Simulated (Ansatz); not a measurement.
## CH₇BSeSi, SMILES B[Se][SiH2]C: an atomisation energy, step by step

Computed with Ansatz 0.2.0, Python API.

At the Python prompt:
```pycon
>>> from collections import Counter
>>> import ansatz as az
>>> def energy_of(molecule, charge=0, unpaired=0):
...     calc = molecule.calculation().basis(gaussian="def2-TZVP").functional("hf")
...     if charge:
...         calc = calc.charge(charge)
...     if unpaired:
...         calc = calc.spin("collinear", total=unpaired)
...     return calc.run(threads=1).report["free_energy_ev"]
...
>>> mol = (
...     az.Crystal.molecule()
...     .atom("B", (-0.9105, 1.9036, 0.5138))
...     .atom("Se", (1.0315, 1.6902, 0.5766))
...     .atom("Si", (0.75, -0.573, 0.5883))
...     .atom("C", (0.2258, -1.148, -1.0588))
...     .atom("H", (-1.507, 1.9823, -0.5599))
...     .atom("H", (-1.5831, 2.0357, 1.5008))
...     .atom("H", (2.1114, -1.2009, 0.8742))
...     .atom("H", (-0.1301, -0.9409, 1.6493))
...     .atom("H", (-0.8373, -0.6898, -1.2132))
...     .atom("H", (0.8659, -0.8525, -1.8259))
...     .atom("H", (0.0488, -2.2636, -1.0245))
... )
>>> # Hund ground states
>>> unpaired = {"B": 1, "Se": 2, "Si": 2, "C": 2, "H": 1}
>>> counts = Counter(site.symbol for site in mol.cartesian_sites)
>>> atom_energy = {s: energy_of(az.Crystal.molecule().atom(s, (0, 0, 0)), 0, unpaired[s]) for s in counts}

>>> whole = energy_of(mol, 0, 0)
>>> for s, e in atom_energy.items():
...     print(f"{s:2s} x{counts[s]}  {e:14.5f} eV")
...
B  x1      -667.55878 eV
Se x1    -65302.62462 eV
Si x1     -7860.03036 eV
C  x1     -1025.66459 eV
H  x7       -13.60052 eV
>>> print(f"CH7BSeSi: {whole:.5f} eV")
CH7BSeSi: -74979.57726 eV
>>> split = sum(counts[s] * e for s, e in atom_energy.items()) - whole
>>> print(f"atomisation energy (no zero-point term): {split:.3f} eV, {split / sum(counts.values()):.3f} eV an atom")
atomisation energy (no zero-point term): 28.495 eV, 2.590 eV an atom
```

28.495 eV from the electronic energies, without the zero-point term.

Total energies depend on the basis set; only differences at equal settings carry meaning. The geometry is a force-field or estimated start, not a minimum of this method, and the basis set is short of its limit. All parts are taken at fixed geometry, without zero-point energy. Hartree-Fock leaves correlation out, so bond, atomisation and ionisation energies come out well too low. The spin-orbit lowering of heavy atoms is left out. Finished in 7.3 s on 1 thread of Arm Neoverse V1, with other jobs on the host, peak memory 0.56 GiB.

(Lines on the test bed's own set-up are left out of the output.)
